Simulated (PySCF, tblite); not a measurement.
**C6H10N radical: geometry, infrared bands and EPR parameters**

Wanted: the infrared bands and EPR parameters of C6H10N radical (`C=C/C=C\C[CH]N`), by calculation.

Computed with tblite 0.8.0 and PySCF 2.14.0, with density-fitted response routines of our own, on a single molecule in the gas phase. Atoms are numbered from 0 throughout.

## 1. The starting structure

17 atoms, charge 0, multiplicity 2; geometry from: force field or distance geometry start.

Bonds of the start (Å): C0–C1 1.31, C1–C2 1.45, C2–C3 1.28, C3–C4 1.46, C4–C5 1.48, C5–N6 1.46, C0–H7 1.07, C0–H8 1.08, C1–H9 1.07, C2–H10 1.12, C3–H11 1.12, C4–H12 1.13, C4–H13 1.14, C5–H14 1.12, N6–H15 1.04, N6–H16 1.04.

## 2. Relaxing the molecule with GFN2-xTB

The job: settings as JSON, then the geometry in Å.

```
{"job": {"kind": "relax", "xc": "GFN2-xTB", "basis": "xTB"}, "charge": 0, "multiplicity": 2}
C     -2.548200     1.272700     0.308200
C     -1.368000     0.707800     0.272800
C     -1.312900    -0.707200    -0.031000
C     -0.280500    -1.462400    -0.130200
C      1.128400    -1.140500     0.077100
C      1.508900     0.251000     0.385900
N      1.833200     0.983100    -0.832300
H     -3.439500     0.707100     0.105500
H     -2.575700     2.323200     0.547600
H     -0.535200     1.341400     0.511500
H     -2.305700    -1.183700    -0.227100
H     -0.489300    -2.539200    -0.378100
H      1.459100    -1.755300     0.971900
H      1.731600    -1.555100    -0.793400
H      2.434800     0.269100     1.018700
H      2.679700     0.531600    -1.229400
H      2.072400     1.968500    -0.587500
```

The run is started by

```sh
$ OMP_NUM_THREADS=1 python probes_run.py task.json out
```

One launch serves the whole session: the jobs run in the order shown.

**Question.** This job is followed by: GFN2-xTB harmonic vibrations, gas phase; UKS B3LYP, pcH-1 on C H N, non-relativistic, mean-field spin-orbit, GIAO. What will the session give for the following? strongest single infrared mode (GFN2-xTB); zero-point energy (GFN2-xTB); g(iso) (B3LYP); ⟨S²⟩; largest a(iso) (averaged by class); surface potential, 1st and 99th percentile.

**Answer**, as computed:

```
                                 quantity                 value
strongest single infrared mode (GFN2-xTB)  774 cm⁻¹, 103 km/mol
             zero-point energy (GFN2-xTB)         88.5 kcal/mol
                           g(iso) (B3LYP)               2.00270
                                     ⟨S²⟩    0.754 (exact 0.75)
       largest a(iso) (averaged by class)   13C on C5, 86.8 MHz
    surface potential, 1st and 99th percentile    -1.13 V and 1.68 V
```

What this shows: Over 58 steps the energy fell by 1.129 eV; of the close pairs, C5–N6 changed most, 1.458 to 1.398 Å. The lowest mode is imaginary (44i cm⁻¹), so the xTB geometry is not a minimum. GFN2-xTB is a fitted tight-binding method: band positions and strengths are rough. Its intensities can rank the bands wrongly. Most of the unpaired spin sits on C5 (0.87 e). The isotropic g lies 0.4 ppt above the free-electron value.
